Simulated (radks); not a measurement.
# The Coulomb parameter U of the 4f shell of Tb

Aim: U as the second difference [E(n + 0.25) + E(n − 0.25) − 2E(n)]/0.25², with all orbitals relaxed. Bare: the atom's charge changes with n. Screened: the 6p shell takes up the change. The start is a model configuration, not necessarily the ground state.

Method: scalar-relativistic Kohn-Sham, BLYP, spin-unpolarised, spherical densities, finite nucleus. Code: radks (a radial shooting solver on a logarithmic mesh, Libxc functionals) version 1.

### Step 1. Starting point

| Item | Value |
| --- | --- |
| element | terbium (Z = 65) |
| charge | 0 |
| electrons | 65 |
| configuration | [Xe] 4f7.5 6s2 6p1.5 |
| nuclear rms radius | 5.06 fm |

### Step 2. Start: [Xe] 4f7.5 6s2 6p1.5

Settings of this run:

```text
Z 65
configuration [Xe] 4f7.5 6s2 6p1.5
relativity scalar-relativistic
functional b88,lyp
spin unpolarised
nucleus finite rms 5.06 fm
c 137.035999084
```

### Step 3. Bare +0.25: [Xe] 4f7.75 6s2 6p1.5

Settings of this run:

```text
Z 65
configuration [Xe] 4f7.75 6s2 6p1.5
relativity scalar-relativistic
functional b88,lyp
spin unpolarised
nucleus finite rms 5.06 fm
c 137.035999084
```

### Step 4. Bare -0.25: [Xe] 4f7.25 6s2 6p1.5

Settings of this run:

```text
Z 65
configuration [Xe] 4f7.25 6s2 6p1.5
relativity scalar-relativistic
functional b88,lyp
spin unpolarised
nucleus finite rms 5.06 fm
c 137.035999084
```

### Step 5. Screened +0.25: [Xe] 4f7.75 6s2 6p1.25

Settings of this run:

```text
Z 65
configuration [Xe] 4f7.75 6s2 6p1.25
relativity scalar-relativistic
functional b88,lyp
spin unpolarised
nucleus finite rms 5.06 fm
c 137.035999084
```

### Step 6. Screened -0.25: [Xe] 4f7.25 6s2 6p1.75

Settings of this run:

```text
Z 65
configuration [Xe] 4f7.25 6s2 6p1.75
relativity scalar-relativistic
functional b88,lyp
spin unpolarised
nucleus finite rms 5.06 fm
c 137.035999084
```

Before running it: what results should come out?

**Answer**, as computed:

```
                  quantity  value (eV)
                   U, bare      15.624
         U, screened by 6p       9.749
F0(4f,4f), frozen orbitals      31.246
```

**Reading.** Relaxing the orbitals brings U down to 50 % of the Slater integral F0. Letting 6p compensate leaves 62 % of the bare value; this second difference measures U(4f,4f) + U(6p,6p) − 2U(4f,6p). The step up makes a negative ion, whose loosely bound charge lowers the bare value. A solid screens further than the bare atom, so the bare value is an upper guide for the U of a crystal.
